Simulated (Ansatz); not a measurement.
I need a single point from a YAML input of Ba3SnS4, space group Pm-3m. Use Ansatz 0.2.0, Python API. Level of theory: PBEsol, PAW, the default cutoff (420 eV here), 3×3×3 k-points, fixed occupations.

The script reads `input.yaml`:
```yaml
crystal:
  lattice:
    - [6.332577, 0.0, 0.0]
    - [0.0, 6.332577, 0.0]
    - [0.0, 0.0, 6.332577]
  atoms:
    - { symbol: Ba, position: [0.0, 0.0, 0.5] }
    - { symbol: Ba, position: [0.0, 0.5, 0.0] }
    - { symbol: Ba, position: [0.5, 0.0, 0.0] }
    - { symbol: Sn, position: [0.5, 0.5, 0.5] }
    - { symbol: S, position: [0.0, 0.0, 0.0] }
    - { symbol: S, position: [0.5, 0.5, 0.0] }
    - { symbol: S, position: [0.5, 0.0, 0.5] }
    - { symbol: S, position: [0.0, 0.5, 0.5] }
kpoints:
  mp_grid: { grid: [3, 3, 3] }
hamiltonian:
  xc: pbesol
scf:
  occupations: { method: fixed }
output:
  forces: true
  stress: true
  eigenvalues: true
```

`yaml_run.py`
```python
"""Ba3SnS4 from YAML text."""

import json

import ansatz as az
import yaml

with open("input.yaml") as handle:
    tree = yaml.safe_load(handle)
print("sections:", list(tree))
outcome = az.Session.from_dict(tree).plan().execute()
r = outcome.report

n_atoms = len(r["lattice"]["sites"])
print("F =", round(r["free_energy_ev"], 4), "eV for", n_atoms, "atoms")
print("E(sigma -> 0) =", round(r["energy_sigma0_ev"], 4), "eV, TS =", round(r["entropy_ts_ev"], 5), "eV")
print("closed by", r["closed_by"], "after", r["n_iterations"], "iterations")

fermi = r["fermi_energy_ev"]
print("levels less the Fermi level (eV) at the first k-points (first spin channel where there are two)")
for k, levels in list(zip(r["kpoints_frac"], r["eigenvalues_ev"]))[:6]:
    print("k = ({:.3f}, {:.3f}, {:.3f})".format(*k))
    print("   ", " ".join(f"{e - fermi:.3f}" for e in levels))

gap = None if "band_edges_ev" not in r else r["band_edges_ev"][1] - r["band_edges_ev"][0]
print("gap on the k mesh:", "withheld (metal, or smearing too wide to tell)" if gap is None else f"{gap:.3f} eV")
print("lowest empty less highest filled band, by band count:", round(r["gap_by_band_count_ev"], 3), "eV")

used = r["setup"]
print("cutoffs (eV):", used["ecut_ev"], used["ecutrho_ev"], " FFT grid:", used["fft_dense"])
print("cell volume {:.3f} A^3, {} symmetry operations".format(used["cell_volume_ang3"], used["n_sym_ops"]))

keep = ["free_energy_ev", "energy_sigma0_ev", "fermi_energy_ev", "n_iterations", "converged", "magnetization_mub", "n_kpoints"]
with open("ba3sns4.json", "w") as handle:
    json.dump({key: r[key] for key in keep}, handle, indent=1)
```

Output of `python yaml_run.py`:
```text
sections: ['crystal', 'kpoints', 'hamiltonian', 'scf', 'output']
DeckWarning: basis.ecutwfc = 420 eV, auto-derived from the records' recommended cutoffs: set by Ba (normal level)
F = -27090.6574 eV for 8 atoms
E(sigma -> 0) = -27090.6574 eV, TS = 0.0 eV
closed by deck_thresholds after 7 iterations
levels less the Fermi level (eV) at the first k-points (first spin channel where there are two)
k = (0.000, 0.000, 0.000)
    -25.796 -25.745 -25.745 -20.530 -20.530 -20.530 -20.524 -20.524 -11.307 -11.307 -11.307 -11.062 -11.062 -11.062 -10.916 -10.916 -10.916 -10.660 -10.298 -10.298 -10.191 -4.748 -1.978 -1.978 -1.978 -0.234 -0.234 -0.234 -0.127 -0.127 -0.127 -0.000 -0.000 0.000 2.467 2.467 2.467 4.239 4.544 4.544 4.544
k = (0.000, 0.000, 0.333)
    -25.785 -25.756 -25.745 -20.530 -20.530 -20.530 -20.524 -20.523 -11.593 -11.433 -11.418 -11.256 -11.256 -11.083 -11.083 -10.947 -10.947 -10.411 -9.926 -9.764 -9.680 -5.150 -2.028 -2.028 -1.403 -0.918 -0.906 -0.327 -0.325 -0.325 -0.217 -0.217 -0.085 -0.085 2.708 3.269 3.498 3.498 3.942 4.817 4.817
k = (0.000, 0.333, 0.333)
    -25.776 -25.757 -25.751 -20.530 -20.530 -20.530 -20.523 -20.523 -11.817 -11.736 -11.491 -11.488 -11.198 -11.086 -11.003 -10.975 -10.907 -9.875 -9.811 -9.523 -9.368 -5.519 -2.069 -1.475 -1.423 -1.191 -0.946 -0.847 -0.812 -0.665 -0.361 -0.308 -0.235 -0.213 2.987 3.114 3.661 3.740 4.226 4.437 5.152
k = (0.333, 0.333, 0.333)
    -25.769 -25.757 -25.757 -20.530 -20.530 -20.530 -20.523 -20.523 -11.975 -11.815 -11.783 -11.783 -10.990 -10.990 -10.932 -10.900 -10.900 -9.569 -9.496 -9.496 -9.118 -5.868 -1.557 -1.520 -1.520 -1.150 -1.150 -0.889 -0.858 -0.816 -0.816 -0.780 -0.780 -0.189 2.720 2.720 2.980 4.396 4.657 4.657 5.324
gap on the k mesh: 2.467 eV
lowest empty less highest filled band, by band count: 2.467 eV
cutoffs (eV): 420.0 1680.0  FFT grid: [45, 45, 45]
cell volume 253.946 A^3, 48 symmetry operations
```
(Warnings from the package without file and line, repeats left out.)

`ba3sns4.json`, as written:
```json
{
 "free_energy_ev": -27090.657437302092,
 "energy_sigma0_ev": -27090.657437302092,
 "fermi_energy_ev": 5.46708792475426,
 "n_iterations": 7,
 "converged": true,
 "magnetization_mub": 0.0,
 "n_kpoints": 4
}
```

Reading the output:
- Total energies depend on the potentials; only differences at equal settings carry meaning. A total without «per atom» is that of the cell as typed.
- Along an axis with an odd division the mesh misses the point at one half; a gap read on a finite mesh is an upper bound on this functional's gap.
- Semilocal gaps usually lie well under measured ones.
- The computed bands are complete only to about 4.5 eV above the Fermi level.
- This cell is a computed structure, which may not be the phase found in nature.
- Levels are Kohn-Sham eigenvalues on this mesh, without spin-orbit coupling.
- It ran for 3.6 s on 1 thread of Intel(R) Xeon(R) Platinum 8488C (Sapphire Rapids), with other jobs on the host, peak memory 0.54 GiB.
